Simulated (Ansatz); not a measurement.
# HfB2: response to strain

Aim: deform HfB2 (equal xy, yz and zx engineering shear strains of +2 %) and compute stress, forces and field gradients with LAPW, PAW and all-electron datasets made for the crystal.

Computed with Ansatz 0.2.0 (DFT PBEsol, scalar-relativistic, unless a step's input says otherwise).

## (1) The system as given

The structure is hexagonal, space group P6/mmm (No. 191). The conventional cell has a = 3.140 Å, b = 3.140 Å, c = 3.480 Å, α = 90.00°, β = 90.00°, γ = 120.00°. Around Hf (site symmetry 6/mmm) lie 12 B at 2.51 Å. B (site symmetry -6m2) is surrounded by 3 B at 1.81 Å and 6 Hf at 2.51 Å.

Coordinates:

```xyz
3
Lattice="3.1400 0.0000 0.0000 -1.5700 2.7193 0.0000 0.0000 0.0000 3.4800" Properties=species:S:1:pos:R:3 pbc="T T T"
Hf    0.0000    0.0000    0.0000
B     0.0000    1.8129    1.7400
B     1.5700    0.9064    1.7400
```

Atoms are numbered in the order of the input: Hf1, B2, B3.

## (2) After the deformation

Space group P6/mmm before, P-1 after.

## (3) LAPW, all electrons

Input file input.yaml:

```yaml
crystal:
  lattice:
    - [3.1400001005, 0.031400001, 0.031400001]
    - [-1.5428068518, 2.7036198544, 0.011493198]
    - [0.0348, 0.0348, 3.48]
  atoms:
    - { symbol: Hf, position: [0.0, 0.0, 0.0] }
    - { symbol: B, position: [0.3333333333, 0.6666666667, 0.5] }
    - { symbol: B, position: [0.6666666667, 0.3333333333, 0.5] }
kpoints:
  mp_grid: { grid: [15, 15, 12] }
  band_path:
    path:
      - [0.0, 0.0, 0.0]
      - [0.0, -0.5, 0.0]
      - [0.0, 0.0, 0.5]
      - [0.0, 0.0, 0.0]
      - [-0.5, 0.0, 0.0]
      - [-0.5, 0.5, -0.5]
      - [0.0, 0.0, 0.0]
      - [-0.5, 0.0, -0.5]
      - [-0.5, 0.5, 0.0]
    npoints: 5
scf:
  occupations: { method: fermi_dirac, width: 0.03 }
hamiltonian:
  xc: pbesol
  pseudopotentials: { kind: all_electron, lapw: { basis_error: 0.001 } }
output:
  forces: true
  stress: true
  eigenvalues: true
```

On the command line:

```sh
$ ansatz run input.yaml --threads 1 --pin off --max-ram 4096MiB --backend cpu --events-out ev --progress --plain --runs-dir out
```

## (4) Frozen-core PAW

Input file input.yaml:

```yaml
crystal:
  lattice:
    - [3.1400001005, 0.031400001, 0.031400001]
    - [-1.5428068518, 2.7036198544, 0.011493198]
    - [0.0348, 0.0348, 3.48]
  atoms:
    - { symbol: Hf, position: [0.0, 0.0, 0.0] }
    - { symbol: B, position: [0.3333333333, 0.6666666667, 0.5] }
    - { symbol: B, position: [0.6666666667, 0.3333333333, 0.5] }
kpoints:
  mp_grid: { grid: [15, 15, 12] }
scf:
  occupations: { method: fermi_dirac, width: 0.03 }
hamiltonian:
  xc: pbesol
  pseudopotentials: { kind: paw }
output:
  forces: true
  stress: true
  eigenvalues: true
  efg: { contact_densities: true }
  write_density: true
  write_potential: true
  elf: true
  volumetric_format: npy
```

## (5) Datasets made for this crystal

Edit input.yaml of step 4 so:

```diff
@@ -15,3 +15,3 @@
   xc: pbesol
-  pseudopotentials: { kind: paw }
+  pseudopotentials: { kind: all_electron, datasets: crystal }
 output:
@@ -21,5 +21 @@
   efg: { contact_densities: true }
-  write_density: true
-  write_potential: true
-  elf: true
-  volumetric_format: npy
```

(Steps that only read results are left out.)

Before running it: what results should come out? Wanted: pressure; largest shear or deviatoric stress.

As calculated:

```
                                 quantity                                              value
                                 pressure  LAPW -3.95, PAW -4.01, crystal datasets -3.95 GPa
largest shear or deviatoric stress (LAPW)                                           5.24 GPa
```

**Reading.** The largest part of the stress beyond the pressure is 5.24 GPa in size, in the xy component; the atoms are carried along and not relaxed. No run of the undeformed cell stands beside it, so pressure and stress hold what the given cell had before the change, as far as its symmetry allows. PAW: stress within 0.12 GPa of LAPW. Crystal datasets: stress within 0.01 GPa of LAPW. Spin-orbit coupling is left out, though the cell holds Hf; in elements this heavy it can shift bands and gaps by tenths of an eV.
